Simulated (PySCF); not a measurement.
# C₇H₉B: magnetic properties

What do calculations give for the magnetic properties of C₇H₉B (`BC[C@@H]1C=C[C@H]1C#C`)?

Computed with PySCF 2.14.0 and routines of our own; the level stands in each step. Atoms count from 0.

### Step 1. The system as given

17 atoms, charge 0, multiplicity 1; geometry from: GFN2-xTB.

### Step 2. Magnetic properties: GIAO B97-2/pcSseg-1

Job settings and geometry (Å):

```
{"job": {"kind": "mag", "xc": "B97-2", "basis": "pcSseg-1", "isotopologues": 2}, "charge": 0, "multiplicity": 1}
B     -2.041436     1.296015     0.819647
C     -1.687805    -0.111315     0.222600
C     -0.297868    -0.260401    -0.387443
C      0.171264    -1.662688    -0.686630
C      1.191416    -1.622069     0.161774
C      0.897210    -0.210347     0.625364
C      1.919262     0.768854     0.356770
C      2.778648     1.564471     0.106547
H     -3.067649     1.436790     1.362906
H     -1.303444     2.196835     0.721973
H     -1.822108    -0.886646     0.985178
H     -2.430952    -0.355679    -0.545585
H     -0.169726     0.434710    -1.219973
H     -0.220929    -2.411349    -1.351554
H      1.976403    -2.301280     0.441251
H      0.573946    -0.135012     1.667374
H      3.526770     2.271142    -0.096831
```

Level: GIAO B97-2/pcSseg-1 magnetisability, rotational g tensor and spin-rotation constants, non-relativistic, gas phase.

The run is started by

```console
$ OMP_NUM_THREADS=1 python excited_run.py task.json out
```

This one command runs all jobs of the session in turn.

Standard output:

```text
coarse grid: 14272 points
cycle   1  E = -296.6176114899  dE =  1.065e+00  |g| = 4.440e-01  |ddm| = 3.904e+00
cycle   2  E = -296.6265300040  dE = -8.919e-03  |g| = 4.154e-01  |ddm| = 9.985e-01
cycle   3  E = -296.6718974977  dE = -4.537e-02  |g| = 5.066e-02  |ddm| = 4.830e-01
cycle   4  E = -296.6722485321  dE = -3.510e-04  |g| = 3.476e-02  |ddm| = 8.837e-02
cycle   5  E = -296.6725343840  dE = -2.859e-04  |g| = 1.092e-02  |ddm| = 3.790e-02
cycle   6  E = -296.6725607247  dE = -2.634e-05  |g| = 3.867e-03  |ddm| = 1.138e-02
cycle   7  E = -296.6725640435  dE = -3.319e-06  |g| = 1.496e-03  |ddm| = 3.814e-03
final grid: 138016 points
cycle   8  E = -296.7098531936  dE = -7.345e-05  |g| = 4.038e-03  |ddm| = 6.430e-02
cycle   9  E = -296.7098453456  dE =  7.848e-06  |g| = 6.947e-03  |ddm| = 8.509e-03
cycle  10  E = -296.7098569462  dE = -1.160e-05  |g| = 1.309e-03  |ddm| = 5.449e-03
cycle  11  E = -296.7098573600  dE = -4.138e-07  |g| = 3.969e-04  |ddm| = 1.417e-03
cycle  12  E = -296.7098573930  dE = -3.298e-08  |g| = 1.639e-04  |ddm| = 4.586e-04
cycle  13  E = -296.7098573998  dE = -6.753e-09  |g| = 4.505e-05  |ddm| = 1.861e-04
cycle  14  E = -296.7098574003  dE = -5.004e-10  |g| = 8.492e-06  |ddm| = 5.338e-05
converged SCF energy = -296.7098574003

Magnetisability tensor (1e-30 J/T^2)
    -1069.31      -11.06      -41.87
      -11.06     -991.60       74.71
      -41.87       74.71    -1151.95
isotropic -1070.95   principal values   -1191.57  -1065.19   -956.10
isotropic susceptibility -64.494 1e-6 cm^3/mol

Inertial axes            a          b          c
rot. const./GHz      2.9179     1.7186     1.1875
chi total           -64.369    -57.919    -71.195
chi diamagnetic    -519.327   -798.435  -1110.245
chi paramagnetic    454.958    740.516   1039.050
quadrupole/D A        0.961     -1.874      0.913
g nuclear            0.5938     0.5765     0.5713
g electronic        -0.6237    -0.5979    -0.5797
g total             -0.0299    -0.0214    -0.0083

Spin-rotation constants (kHz, H = +C I.J)
atom  isotope        aa         bb         cc
  0    11B        1.351      0.782      0.227
  8     1H        0.218     -0.114     -0.084
  9     1H        0.058      0.014     -0.104
 10     1H       -0.323     -0.114     -0.021
 11     1H       -0.152     -0.133     -0.074
 12     1H       -0.311     -0.143      0.032
 13     1H       -0.220      0.069     -0.087
 14     1H       -0.076     -0.022     -0.088
 15     1H       -0.291     -0.163      0.020
 16     1H       -0.081     -0.135     -0.122
  1    13C*       0.570      0.322      0.172
  2    13C*       0.575      0.349      0.227
  3    13C*       0.789      0.886      0.293
  4    13C*       0.767      0.851      0.274
  5    13C*       0.487      0.346      0.196
  6    13C*       0.368      0.479      0.396
  7    13C*       0.456      0.421      0.334
* in the singly substituted isotopologue

Isotopologues: g along a, b, c
2H    at 8,9,10,11,12,1    -0.0248    -0.0185    -0.0072
10B   at 0                 -0.0306    -0.0217    -0.0085
```

Run time: 56 s. Hardware: 1 thread of Arm Neoverse N1, shared host; peak memory 0.81 GiB.

Key values:

```
              quantity                      value
       magnetisability           -1071·10⁻³⁰ J/T²
  molar susceptibility         -64.5·10⁻⁶ cm³/mol
rotational g (a, b, c)  -0.0299, -0.0214, -0.0083
```

Orbitals, density, ELF and potential are computed afterwards from the orbital file.

Frontier orbitals at B97-2/pcSseg-1, with the share of their density that lies nearest to each atom:

| orbital | energy (eV) | lies on |
| --- | --- | --- |
| HOMO | -7.09 | C3, C4, C7 about 20 % each; C6 15 % |
| LUMO | -1.40 | B0 52 %; H8, H9 about 15 % each; H11 6 % |

ELF in a plane through or near 6 of the atoms.

Values, 10 rows by 14 columns:
```
0.00 0.00 0.00 0.00 0.00 0.00 0.00 0.00 0.00 0.00 0.00 0.00 0.00 0.00
0.00 0.00 0.00 0.00 0.00 0.00 0.00 0.00 0.00 0.00 0.00 0.00 0.00 0.00
0.00 0.00 0.30 0.71 0.21 0.22 0.00 0.33 0.99 0.77 0.05 0.03 0.00 0.00
0.00 0.00 0.64 0.93 0.39 0.77 0.17 0.35 1.00 0.88 0.86 0.99 0.03 0.00
0.00 0.00 0.16 0.70 0.83 0.30 0.35 0.10 0.51 0.73 0.48 0.57 0.01 0.00
0.00 0.00 0.01 0.23 0.26 0.39 0.71 0.35 0.69 0.24 0.35 0.01 0.00 0.00
0.00 0.00 0.00 0.01 0.26 0.68 0.71 0.76 0.08 0.31 0.24 0.01 0.00 0.00
0.00 0.00 0.00 0.01 0.14 0.21 0.43 0.76 0.09 0.00 0.00 0.00 0.00 0.00
0.00 0.00 0.00 0.00 0.00 0.00 0.04 0.38 0.03 0.00 0.00 0.00 0.00 0.00
0.00 0.00 0.00 0.00 0.00 0.00 0.00 0.00 0.00 0.00 0.00 0.00 0.00 0.00
```
The map spans 12.2 Å across and 10.6 Å up, centred on the molecule. Atoms in the plane (x, y in Å): B0 (2.1, 1.3), C1 (1.7, -0.2), C3 (-0.3, -1.8), C6 (-1.9, 0.9), C7 (-2.7, 1.6), H9 (1.4, 2.2).

On the surface of density 0.002 e/bohr³ the electrostatic potential runs, from the 1st to the 99th percentile, from -0.94 V near C7 to 1.53 V near B0.

### Step 3. Magnetic properties: GIAO wB97X-D/6-31G

The job, as its differences from that of step 2:

```diff
@@ -1,2 +1,2 @@
-{"job": {"kind": "mag", "xc": "B97-2", "basis": "pcSseg-1", "isotopologues": 2}, "charge": 0, "multiplicity": 1}
+{"job": {"kind": "mag", "xc": "wB97X-D", "basis": "6-31G", "scf": {"guess": "sap"}}, "charge": 0, "multiplicity": 1}
 B     -2.041436     1.296015     0.819647
```

With the program's defaults for keys left out, this is: GIAO wB97X-D/6-31G magnetisability, rotational g tensor and spin-rotation constants, non-relativistic, gas phase.

Standard output:

```text
final grid: 138016 points
cycle   1  E = -283.1422024583  dE =  9.791e+00  |g| = 5.335e+00  |ddm| = 2.970e+01
cycle   2  E = -248.8618809109  dE =  3.428e+01  |g| = 7.970e+00  |ddm| = 3.365e+01
cycle   3  E = -293.5272153879  dE = -4.467e+01  |g| = 2.774e+00  |ddm| = 2.402e+01
cycle   4  E = -295.8772903532  dE = -2.350e+00  |g| = 1.639e+00  |ddm| = 4.703e+00
cycle   5  E = -296.6505093214  dE = -7.732e-01  |g| = 2.117e-01  |ddm| = 2.409e+00
cycle   6  E = -296.6675616596  dE = -1.705e-02  |g| = 9.155e-02  |ddm| = 4.757e-01
cycle   7  E = -296.6700578367  dE = -2.496e-03  |g| = 4.223e-02  |ddm| = 1.475e-01
cycle   8  E = -296.6705262242  dE = -4.684e-04  |g| = 1.242e-02  |ddm| = 5.424e-02
cycle   9  E = -296.6705850058  dE = -5.878e-05  |g| = 2.525e-03  |ddm| = 2.680e-02
cycle  10  E = -296.6705881273  dE = -3.121e-06  |g| = 1.952e-03  |ddm| = 6.887e-03
cycle  11  E = -296.6705892999  dE = -1.173e-06  |g| = 2.433e-04  |ddm| = 2.781e-03
cycle  12  E = -296.6705893525  dE = -5.264e-08  |g| = 1.126e-04  |ddm| = 8.197e-04
cycle  13  E = -296.6705893595  dE = -7.053e-09  |g| = 4.073e-05  |ddm| = 2.340e-04
cycle  14  E = -296.6705893607  dE = -1.185e-09  |g| = 9.807e-06  |ddm| = 1.013e-04
cycle  15  E = -296.6705893608  dE = -1.158e-10  |g| = 3.068e-06  |ddm| = 3.716e-05
converged SCF energy = -296.6705893608

Magnetisability tensor (1e-30 J/T^2)
    -1073.13       -4.52      -49.06
       -4.52     -998.57       72.27
      -49.06       72.27    -1170.45
isotropic -1080.72   principal values   -1211.35  -1063.16   -967.65
isotropic susceptibility -65.082 1e-6 cm^3/mol

Inertial axes            a          b          c
rot. const./GHz      2.9179     1.7186     1.1875
chi total           -64.488    -58.509    -72.250
chi diamagnetic    -517.436   -796.604  -1108.246
chi paramagnetic    452.948    738.095   1035.996
quadrupole/D A        0.988     -1.745      0.757
g nuclear            0.5938     0.5765     0.5713
g electronic        -0.6209    -0.5959    -0.5780
g total             -0.0271    -0.0195    -0.0066

Spin-rotation constants (kHz, H = +C I.J)
atom  isotope        aa         bb         cc
  0    11B        1.221      0.714      0.192
  8     1H        0.215     -0.111     -0.092
  9     1H        0.062      0.015     -0.109
 10     1H       -0.335     -0.121     -0.030
 11     1H       -0.171     -0.144     -0.082
 12     1H       -0.326     -0.151      0.024
 13     1H       -0.233      0.058     -0.094
 14     1H       -0.094     -0.031     -0.093
 15     1H       -0.312     -0.171      0.013
 16     1H       -0.096     -0.147     -0.131
  1    13C*       0.495      0.274      0.139
  2    13C*       0.499      0.292      0.196
  3    13C*       0.702      0.802      0.257
  4    13C*       0.676      0.776      0.242
  5    13C*       0.411      0.297      0.169
  6    13C*       0.315      0.418      0.345
  7    13C*       0.396      0.365      0.290
* in the singly substituted isotopologue
```

Run time: 30 s. Hardware: 1 thread of Arm Neoverse N1, shared host; peak memory 0.61 GiB.

Key values:

```csv
quantity,value
magnetisability,-1081·10⁻³⁰ J/T²
molar susceptibility,-65.1·10⁻⁶ cm³/mol
"rotational g (a, b, c)","-0.0271, -0.0195, -0.0066"
```

### Step 4. The levels compared

```
              level  ξ (10⁻³⁰ J/T²)     g(a)     g(b)  gap (eV)  functions  time
GIAO B97-2/pcSseg-1           -1071  -0.0299  -0.0214      5.69        181  56 s
 GIAO wB97X-D/6-31G           -1081  -0.0271  -0.0195      9.82         90  30 s
```

### Step 5. Outcome

```
                                            quantity                      value
       magnetisability (step 2, GIAO B97-2/pcSseg-1)           -1071·10⁻³⁰ J/T²
  molar susceptibility (step 2, GIAO B97-2/pcSseg-1)         -64.5·10⁻⁶ cm³/mol
rotational g (a, b, c) (step 2, GIAO B97-2/pcSseg-1)  -0.0299, -0.0214, -0.0083
               surface potential, 1st and 99th percentile         -0.94 V and 1.53 V
                     magnetisability over the levels  -1081 to -1071·10⁻³⁰ J/T²
```

**Reading.** By nearest atom (B97-2/pcSseg-1), the HOMO sits on C3, C4, C7 about 20 % each; C6 15 % and the LUMO on B0 52 %; H8, H9 about 15 % each. The magnetisability spreads by 0.9 % over 2 levels, from GIAO wB97X-D/6-31G (30 s) to GIAO B97-2/pcSseg-1 (56 s); the runs took 30 s to 56 s. Two levels can agree by chance, so this spread shows no convergence. Vibrational averaging and real surroundings are missing from these values.
